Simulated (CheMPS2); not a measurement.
**GeO (SMILES [O]=[Ge]): DMRG/ANO-RCC-MB**

What is the energy change on altering one bond length of GeO at DMRG/ANO-RCC-MB? 

Program for the calculation: CheMPS2 1.8.12.

5 further runs of the same task are left out: 1 that didn't finish, 4 set aside as unsound or not needed.

### 1 Starting point

GeO: 2 atoms, total charge 0, spin state singlet. SMILES: `[O]=[Ge]`. Geometry: a GFN2-xTB relaxation, a rough one for these elements and not checked as a minimum.

Bond lengths: O1–Ge2 1.576 Å.

### 2 The energy at DMRG/ANO-RCC-MB

integrals.py

```python
import numpy as np
from pyscf import ao2mo, cc, dft, gto, lo, mcscf, mp, scf
from pyscf.tools import fcidump

mol = gto.M(atom="""
O      0.000000     0.000000     0.000000
Ge     0.000000     0.000000     1.576490
""", basis="ano-rcc-mb", spin=0, verbose=3)
print("nao: %d" % (mol.nao))
mf = scf.RHF(mol)
mf.conv_tol = 1e-10
mf.max_cycle = 200
mf.kernel()
if not mf.converged:
    mf = mf.newton().run(mf.mo_coeff, mf.mo_occ)
print("SCF energy: %.10f" % (mf.e_tot))
# MP2, CCSD and CCSD(T) with the same frozen core
ref = mf
pt = mp.MP2(ref, frozen=10).run()
mycc = cc.CCSD(ref, frozen=10)
mycc.max_cycle = 150
mycc.kernel()
print(f"MP2 total energy: {pt.e_tot:.10f}")
if mycc.converged:
    print(f"CCSD total energy: {mycc.e_tot:.10f}")
    print(f"CCSD(T) total energy: {mycc.e_tot + mycc.ccsd_t():.10f}")
    print("T1: %.4f" % (mycc.get_t1_diagnostic()))
# a few density functionals on the same geometry and basis
ks = dft.RKS(mol, xc="m062x").set(conv_tol=1e-9, verbose=3).run()
if ks.converged:
    print("E(M06-2X): %.8f" % (ks.e_tot))
ks = dft.RKS(mol, xc="pbe").set(conv_tol=1e-9, verbose=3).run()
if ks.converged:
    print(f"E(PBE): {ks.e_tot:.8f}")
ks = dft.RKS(mol, xc="tpss").set(conv_tol=1e-9, verbose=3).run()
if ks.converged:
    print(f"E(TPSS): {ks.e_tot:.8f}")
# split localisation
mo = mf.mo_coeff.copy()
for a, b in ((10, 20), (20, 23)):
    if b - a > 1:
        mo[:, a:b] = lo.PM(mol, mo[:, a:b]).kernel()
mf.mo_coeff = mo
# write the integrals of the correlated orbitals
cas = mcscf.CASCI(mf, 13, 20)
h1, ecore = cas.get_h1eff()
fcidump.from_integrals("FCIDUMP", h1, cas.get_h2eff(), 13, 20, nuc=ecore, ms=0)
# FCI check
ci = mcscf.CASCI(mf, 13, (10, 10))
ci.fix_spin_(ss=0)
ci.fcisolver.conv_tol = 1e-10
ci.fcisolver.max_cycle = 200
ci.kernel()
print(f"FCI energy: {ci.e_tot:.10f}")
```

dmrg.input

```
FCIDUMP = FCIDUMP
GROUP = 0
MULTIPLICITY = 1
NELECTRONS = 20
IRREP = 0
EXCITATION = 0
SWEEP_STATES = 50, 100, 100
SWEEP_ENERGY_CONV = 1e-05, 1e-05, 1e-07
SWEEP_MAX_SWEEPS = 4, 4, 6
SWEEP_NOISE_PREFAC = 0.05, 0.005, 0.0
SWEEP_DVDSON_RTOL = 3e-04, 3e-04, 3e-05
NOCC = 0
NACT = 13
NVIR = 0
MOLCAS_FIEDLER = TRUE
PRINT_CORR = FALSE
TMP_FOLDER = .
```

Launch:

```sh
$ python integrals.py && chemps2 --file=dmrg.input
```

Output:

```text
$ python integrals.py
nao: 23
converged SCF energy = -2136.8311824925
SCF energy: -2136.8311824925
E(RMP2) = -2136.95439454322  E_corr = -0.123212050723056
E(SCS-RMP2) = -2136.94955079671  E_corr = -0.118368304210799
E(CCSD) = -2136.944296028708  E_corr = -0.1131135362092441
MP2 total energy: -2136.9543945432
CCSD total energy: -2136.9442960287
CCSD(T) correction = -0.0145796821340495
CCSD(T) total energy: -2136.9588757108
T1: 0.0270
converged SCF energy = -2138.96897260588
E(M06-2X): -2138.96897261
converged SCF energy = -2138.57913796616
E(PBE): -2138.57913797
converged SCF energy = -2138.91989456495
E(TPSS): -2138.91989456

WARN: Initial orbitals are close to convergence. Adding a small perturbation.

CASCI E = -2136.95862949857  E(CI) = -138.410827728456  S^2 = 0.0000000
FCI energy: -2136.9586294986

$ chemps2 --file=dmrg.input

Running chemps2 version 1.8.12 () with the following options:

   FCIDUMP            = FCIDUMP
   GROUP              = c1
   MULTIPLICITY       = 1
   NELECTRONS         = 20
   IRREP              = A
   EXCITATION         = 0
   SWEEP_STATES       = [ 50 ; 100 ; 100 ]
   SWEEP_ENERGY_CONV  = [ 1e-05 ; 1e-05 ; 1e-07 ]
   SWEEP_MAX_SWEEPS   = [ 4 ; 4 ; 6 ]
   SWEEP_NOISE_PREFAC = [ 0.05 ; 0.005 ; 0 ]
   SWEEP_DVDSON_RTOL  = [ 0.0003 ; 0.0003 ; 3e-05 ]
   NOCC               = [ 0 ]
[... 73 lines left out ...]
***     Minimum energy           = -2136.9582372556
[... 8 lines left out ...]
***     Maximum discarded weight = 3.20776896569691e-06
[... 13 lines left out ...]
***     Minimum energy           = -2136.9586150243
[... 7 lines left out ...]
***     Maximum discarded weight = 3.19456134873491e-06
[... 14 lines left out ...]
***     Maximum discarded weight = 7.03576373259657e-09
[... 13 lines left out ...]
***     Minimum energy           = -2136.95862941393
[... 7 lines left out ...]
***     Maximum discarded weight = 3.72475060711676e-08
[... 14 lines left out ...]
***     Maximum discarded weight = 3.91286358502771e-08
[... 14 lines left out ...]
***     Maximum discarded weight during the last sweep     = 4.07100657354472e-08
******************************************************************
```

It took 20 s on 1 thread of Arm Neoverse V1, shared host; peak memory 0.17 GiB.

### 3 The distorted shape: a single-point energy at DMRG/ANO-RCC-MB

integrals.py

```python
from pyscf import ao2mo, cc, dft, gto, mcscf, mp, scf
from pyscf.tools import fcidump

mol = gto.M(atom="""
O      0.000000     0.000000    -1.891810
Ge     0.000000     0.000000     1.576490
""", basis="ano-rcc-mb", charge=0, verbose=3)
print("nao: %d" % (mol.nao))
mf = scf.RHF(mol)
mf.conv_tol = 1e-10
mf.max_cycle = 200
mf.kernel()
if not mf.converged:
    mf = mf.newton().run(mf.mo_coeff, mf.mo_occ)
print("SCF energy: %.10f" % (mf.e_tot))
# single-reference ladder for comparison
ref = mf
pt = mp.MP2(ref, frozen=10).run()
mycc = cc.CCSD(ref, frozen=10)
mycc.max_cycle = 150
mycc.kernel()
print(f"E(MP2): {pt.e_tot:.10f}")
if mycc.converged:
    print("CCSD total energy: %.10f" % (mycc.e_tot))
    print(f"E(CCSD(T)): {mycc.e_tot + mycc.ccsd_t():.10f}")
    print(f"T1 diagnostic: {mycc.get_t1_diagnostic():.4f}")
# a few density functionals on the same geometry and basis
ks = dft.RKS(mol, xc="m062x").set(conv_tol=1e-9, verbose=3).run()
if ks.converged:
    print(f"E(M06-2X): {ks.e_tot:.8f}")
ks = dft.RKS(mol, xc="pbe").set(conv_tol=1e-9, verbose=3).run()
if ks.converged:
    print("E(PBE): %.8f" % (ks.e_tot))
ks = dft.RKS(mol, xc="tpss").set(conv_tol=1e-9, verbose=3).run()
if ks.converged:
    print("E(TPSS): %.8f" % (ks.e_tot))
# rotate to MP2 natural orbitals
occ_no, mo = mcscf.addons.make_natural_orbitals(mp.MP2(mf, frozen=10).run())
mf.mo_coeff = mo
# write the integrals of the correlated orbitals
cas = mcscf.CASCI(mf, 13, 20)
h1, ecore = cas.get_h1eff()
fcidump.from_integrals("FCIDUMP", h1, cas.get_h2eff(), 13, 20, nuc=ecore, ms=0)
# exact diagonalisation in the same space
ci = mcscf.CASCI(mf, 13, (10, 10))
ci.fix_spin_(ss=0)
ci.fcisolver.conv_tol = 1e-10
ci.fcisolver.max_cycle = 200
ci.kernel()
print("FCI energy: %.10f" % (ci.e_tot))
```

dmrg.input

```
FCIDUMP = FCIDUMP
GROUP = 0
MULTIPLICITY = 1
NELECTRONS = 20
IRREP = 0
EXCITATION = 0
SWEEP_STATES = 25, 50, 100, 100
SWEEP_ENERGY_CONV = 1e-04, 1e-04, 1e-04, 1e-06
SWEEP_MAX_SWEEPS = 3, 3, 3, 6
SWEEP_NOISE_PREFAC = 0.05, 0.05, 0.005, 0.0
SWEEP_DVDSON_RTOL = 1e-04, 1e-04, 1e-04, 1e-05
NOCC = 0
NACT = 13
NVIR = 0
MOLCAS_FIEDLER = TRUE
PRINT_CORR = TRUE
TMP_FOLDER = .
```

Launch:

```sh
$ python integrals.py && chemps2 --file=dmrg.input
```

Output:

```text
$ python integrals.py
nao: 23
converged SCF energy = -2136.41541155603
SCF energy: -2136.4154115560
E(RMP2) = -2137.24282319749  E_corr = -0.827411641453781
E(SCS-RMP2) = -2137.17665644036  E_corr = -0.761244884324894
CCSD not converged
E(CCSD) = -2136.650906367749  E_corr = -0.2354948117162401
E(MP2): -2137.2428231975
converged SCF energy = -2138.72571256216
E(M06-2X): -2138.72571256
SCF not converged.
SCF energy = -2137.09132611908
SCF not converged.
SCF energy = -2133.45830588503
E(RMP2) = -2137.24282319749  E_corr = -0.827411641453781
E(SCS-RMP2) = -2137.17665644036  E_corr = -0.761244884324894
CASCI E = -2136.83814069776  E(CI) = -122.915599794181  S^2 = 0.0000000
FCI energy: -2136.8381406978

$ chemps2 --file=dmrg.input

Running chemps2 version 1.8.12 () with the following options:

   FCIDUMP            = FCIDUMP
   GROUP              = c1
   MULTIPLICITY       = 1
   NELECTRONS         = 20
   IRREP              = A
   EXCITATION         = 0
   SWEEP_STATES       = [ 25 ; 50 ; 100 ; 100 ]
   SWEEP_ENERGY_CONV  = [ 0.0001 ; 0.0001 ; 0.0001 ; 1e-06 ]
   SWEEP_MAX_SWEEPS   = [ 3 ; 3 ; 3 ; 6 ]
   SWEEP_NOISE_PREFAC = [ 0.05 ; 0.05 ; 0.005 ; 0 ]
   SWEEP_DVDSON_RTOL  = [ 0.0001 ; 0.0001 ; 0.0001 ; 1e-05 ]
   NOCC               = [ 0 ]
   NACT               = [ 13 ]
   NVIR               = [ 0 ]
   MOLCAS_2RDM        =
   MOLCAS_3RDM        =
[... 42 lines left out ...]
***     Maximum discarded weight = 0
[... 34 lines left out ...]
***     Minimum energy           = -2136.83653584173
[... 7 lines left out ...]
***     Maximum discarded weight = 0.0109854677563842
[... 13 lines left out ...]
***     Minimum energy           = -2136.83709418436
[... 14 lines left out ...]
***     Minimum energy           = -2136.8378139734
[... 7 lines left out ...]
***     Maximum discarded weight = 9.49357986369443e-06
[... 13 lines left out ...]
***     Minimum energy           = -2136.83811215827
[... 14 lines left out ...]
***     Minimum energy           = -2136.83813816781
[... 7 lines left out ...]
***     Maximum discarded weight = 3.63085038118929e-08
[... 14 lines left out ...]
***     Maximum discarded weight = 3.69878001073438e-08
[... 14 lines left out ...]
***     Maximum discarded weight during the last sweep     = 3.67670888528175e-08
[... 78 lines left out ...]
Singlet diradical correlation function = < d_i,up d_j,down > + < d_i,down d_j,up > - < d_i,up > * < d_j,down > - < d_i,down > * < d_j,up >
Hamiltonian index order is used!

   Columns 1 to 8

   -0.000000    0.000002    0.000002    0.000002    0.000002    0.000000    0.000102    0.000000
    0.000002   -0.000000    0.000002    0.000002    0.000002    0.000000    0.000102    0.000014
    0.000002    0.000002   -0.000000    0.000002    0.000002    0.000000    0.000099    0.000021
[... 9 lines of this table left out ...]
   -0.000005    0.000005    0.000004   -0.000002   -0.000004    0.000016    0.000065    0.176950

   Columns 9 to 13

    0.000000   -0.000000    0.000005   -0.000005   -0.000005
    0.000014   -0.000000    0.000005    0.000005    0.000005
    0.000002    0.000003    0.000019   -0.000002    0.000004
[... 9 lines of this table left out ...]
    0.079131    0.046193    0.085835    0.058452   -0.053004

--------------------------------------------------------
Two-orbital mutual information = 0.5 * ( s1(i) + s1(j) - s2(i,j) ) * ( 1 - delta(i,j) )
Hamiltonian index order is used!

   Columns 1 to 8

    0           0.000016    0.000006    0.000006    0.000005    0.000000    0.000339    0.000032
    0.000016    0           0.000006    0.000006    0.000005    0.000000    0.000339    0.000038
    0.000006    0.000006    0           0.000006    0.000012    0.000001    0.000328    0.000043
[... 9 lines of this table left out ...]
    0.000003    0.000008    0.000011    0.000001    0.000001    0.000009    0.000484    0.679959

   Columns 9 to 13

    0.000032    0.000002    0.000002    0.000003    0.000003
    0.000038    0.000002    0.000002    0.000008    0.000008
    0.000001    0.000007    0.000045    0.000001    0.000011
[... 9 lines of this table left out ...]
    0.086927    0.059656    0.083829    0.073342    0

--------------------------------------------------------
```

Wall time 52 s (1 thread of Arm Neoverse V1, shared host); peak memory 0.17 GiB.

### 4 Summary of results

Level: DMRG/ANO-RCC-MB, 10 core orbitals frozen.

```
                                                          quantity           value
                              run 1, DMRG/ANO-RCC-MB: total energy  -2136.95863 Eh
            run 1, DMRG/ANO-RCC-MB: T1 diagnostic of the CCSD step           0.027
                                     distorted shape: total energy  -2136.83814 Eh
energy change with the O1–Ge2 bond stretched from 1.576 to 3.468 Å        3.279 eV
```

What this shows: With the O1–Ge2 bond stretched from 1.576 to 3.468 Å the energy rises by 3.28 eV (316 kJ/mol). The first shape isn't relaxed at this level, so the change isn't measured from a minimum. The minimal basis adds a large error of its own. The T1 diagnostic (run 1, DMRG/ANO-RCC-MB) of 0.027 is above the customary mark for such species, so a single reference may not serve. The basis (run 1, DMRG/ANO-RCC-MB) was made for a relativistic Hamiltonian, but the run is non-relativistic. The basis (distorted shape) was made for a relativistic Hamiltonian, but the run is non-relativistic.
